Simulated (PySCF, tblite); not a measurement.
**C₄H₁₂O₃Si₂: geometry, infrared bands and NMR shifts**

What infrared bands and NMR shifts should C₄H₁₂O₃Si₂ (`C=CO[Si@@](O)([SiH3])COC`) show?

Computed with tblite 0.8.0 and PySCF 2.14.0, with density-fitted response routines of our own, on a single molecule in the gas phase. Atoms count from 0, in the outputs and in this text.

## Step 1: The molecule as given

21 atoms, charge 0, multiplicity 1; geometry from: force field or distance geometry start.

Bonds of the start (Å): C0–C1 1.32, C1–O2 1.40, O2–Si3 1.72, Si3–O4 1.71, Si3–Si5 2.24, Si3–C6 1.86, C6–O7 1.37, O7–C8 1.41, C0–H9 1.10, C0–H10 1.06, C1–H11 1.09, O4–H12 1.00, Si5–H13 1.45, Si5–H14 1.48, Si5–H15 1.48, C6–H16 1.11, C6–H17 1.13, C8–H18 1.09, C8–H19 1.11, C8–H20 1.14.

## Step 2: Relaxing the molecule with GFN2-xTB

Job settings and geometry (Å):

```
{"job": {"kind": "relax", "xc": "GFN2-xTB", "basis": "xTB"}, "charge": 0, "multiplicity": 1}
C     -3.282600    -0.127000    -0.911300
C     -2.481300    -1.073800    -0.459700
O     -1.108600    -0.959100    -0.704500
Si    -0.234600     0.357500    -0.037300
O     -0.698100     1.765600    -0.897000
Si    -0.834600     0.471800     2.122800
C      1.608800     0.127400    -0.052700
O      2.130900    -0.140500    -1.289400
C      3.522700    -0.287200    -1.116200
H     -4.367500    -0.161700    -0.738600
H     -2.874500     0.688600    -1.456500
H     -2.906300    -1.907000     0.103800
H     -1.313300     2.268500    -0.282600
H     -1.919700    -0.443400     2.412700
H     -1.157100     1.878700     2.456200
H      0.304300     0.048200     2.959500
H      2.052100     1.079000     0.314900
H      1.909500    -0.698600     0.664000
H      4.055100    -0.500300    -2.040300
H      3.747100    -0.966600    -0.269100
H      3.838600     0.751600    -0.779200
```

Command:

```sh
$ OMP_NUM_THREADS=1 python probes_run.py task.json out
```

One launch serves the whole session: the jobs run in the order shown.

**Question.** This job is followed by: GFN2-xTB harmonic vibrations, gas phase; GIAO PBE0/pcSseg-1 NMR shielding, non-relativistic, gas phase. Predict these results of the whole session: strongest single infrared mode (GFN2-xTB); zero-point energy (GFN2-xTB); ¹³C shifts against TMS (PBE0/pcSseg-1); ¹H shifts against TMS (PBE0/pcSseg-1, means over atoms taken as alike); ¹⁷O shifts against H2O (PBE0/pcSseg-1); ²⁹Si shifts against TMS (PBE0/pcSseg-1).

As calculated:

| quantity | value |
| --- | --- |
| strongest single infrared mode (GFN2-xTB) | 785 cm⁻¹, 370 km/mol |
| zero-point energy (GFN2-xTB) | 95.5 kcal/mol |
| ¹³C shifts against TMS (PBE0/pcSseg-1) | 155.0, 97.7, 70.5, 65.6 ppm |
| ¹H shifts against TMS (PBE0/pcSseg-1, means over atoms taken as alike) | 6.60, 4.60, 4.47, 3.49, 3.40, 3.25, 2.85, 2.18 ppm |
| ¹⁷O shifts against H2O (PBE0/pcSseg-1) | 147.6, 53.8, -4.1 ppm |
| ²⁹Si shifts against TMS (PBE0/pcSseg-1) | -13.2, -126.2 ppm |

Over 275 steps the energy fell by 1.318 eV; of the close pairs, O2–Si3 changed most, 1.715 to 1.635 Å. No mode is imaginary among the 57: a minimum at this level. The strongest single mode, at 785 cm⁻¹, has its largest shares on H16, C6, H13 and H15 (the list is cut at 4 atoms). GFN2-xTB is a fitted tight-binding method: band positions and strengths are rough. Its intensities can rank the bands wrongly. The most deshielded carbon is C1 (alkene carbon bearing oxygen), at 155.0 ppm: an sp2 carbon further deshielded by the attached heteroatom. H11 (hydrogen on an alkene carbon bearing oxygen) lies farthest downfield among hydrogen, at 6.60 ppm; attached to an sp2 carbon and in the plane of the double bond. At PBE0/pcSseg-1: The largest span, 185 ppm, is at C1, where the paramagnetic term is -212 ppm.
